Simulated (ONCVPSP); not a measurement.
# Pseudopotential generation for Tc: ONCV, PBEsol

Do these settings give a usable potential? It is generated, then checked for transferability, scattering, ghosts and hardness.

Method: ONCVPSP 4.0.1, PBEsol, scalar-relativistic.

### 1 The design

Typed settings, in words:

```json
{
  "element": "technetium (Tc, Z = 43)",
  "type": "optimised norm-conserving Vanderbilt (ONCV)",
  "frozen core": "[Kr]",
  "valence charge": "7",
  "reference configuration": "4d5 5s2",
  "partial waves": "5s: rc 2.68 bohr, ncon 3, nbas 6, qcut 2.1 1/bohr, 2 projectors, debl 0.5 Ha; p scattering state at 0.08 Ha: rc 2.75 bohr, ncon 3, nbas 7, qcut 2.5 1/bohr, 3 projectors, debl 3.6 Ha; 4d: rc 2.40 bohr, ncon 4, nbas 8, qcut 7.9 1/bohr, 1 projector",
  "local potential": "polynomial inside 1.95 bohr (lpopt 5, dvloc0 6 Ha)",
  "core correction": "polynomial model core, fcfact 0.7"
}
```

### 2 Generating the potential

The input, Tc.dat:

```
# ATOM AND REFERENCE CONFIGURATION
# atsym  z   nc   nv     iexc    psfile
  Tc 43.00    8    2  -116133      upf
#
#   n    l    f
    1    0    2.00
    2    0    2.00
    2    1    6.00
    3    0    2.00
    3    1    6.00
    3    2   10.00
    4    0    2.00
    4    1    6.00
    4    2    5.00
    5    0    2.00
#
# PSEUDOPOTENTIAL AND OPTIMIZATION
# lmax
    2
#
#   l,   rc,      ep,       ncon, nbas, qcut
    0    2.68    0.00    3    6    2.10
    1    2.75    0.08    3    7    2.50
    2    2.40    0.00    4    8    7.90
#
# LOCAL POTENTIAL
# lloc, lpopt,  rc(5),   dvloc0
    4    5    1.95    6.00
#
# VANDERBILT-KLEINMAN-BYLANDER PROJECTORs
# l, nproj, debl
    0    2    0.50
    1    3    3.60
    2    1    1.40
#
# MODEL CORE CHARGE
# icmod, fcfact, rcfact
    1    0.70    0.00
#
# LOG DERIVATIVE ANALYSIS
# epsh1, epsh2, depsh
   -2.00    5.00    0.02
#
# OUTPUT GRID
# rlmax, drl
    6.00    0.01
#
# TEST CONFIGURATIONS
# ncnf
    4
# nvcnf
#   n    l    f
    2
    4    2    5.00
    5    0    1.00
#
    2
    4    2    5.00
    5    0    0.00
#
    2
    4    2    4.00
    5    0    0.00
#
    3
    4    2    5.00
    5    0    1.00
    5    1    1.00
#
```

Run with:

```console
$ oncvpsp.x < Tc.dat > Tc.out
```

Before running it: what results should come out? Wanted: cutoffs for 1 and 0.1 mHa per electron, occupied waves; bound ghosts; GHOST(+) flags; largest test error; largest phase difference near zero energy, channels read; rms error of d²Exc/dn², without and with the model core; projector energies reset by the program.

The runs gave:

| quantity | value |
| --- | --- |
| cutoffs for 1 and 0.1 mHa per electron, occupied waves | 18 Ha and 21 Ha |
| bound ghosts | none found |
| GHOST(+) flags | none at low energy |
| largest test error (AE − PS) | -207 meV, for 4d4 5s0 |
| largest phase difference near zero energy, channels read | 0.020 rad |
| rms error of d²Exc/dn², without and with the model core | 8.48 and 0.70 mHa |
| projector energies reset by the program | p: 0.050, 3.650, 7.250 Ha |

The worst unpolarised test, 4d4 5s0, is off by 207 meV on 51.7 eV; by total energies transferability rates as poor. That test lies far up in energy; among those under 40 eV, nearer to bonding, the largest error is 42 meV. By its cutoff, 18 Ha for the looser tolerance, it is of middling hardness. At the looser tolerance the 4d wave is the slowest; 5s needs 5 Ha. The program's ghost test flags no bound state. Near zero energy the phases of the channels with partial waves agree within 0.020 rad.
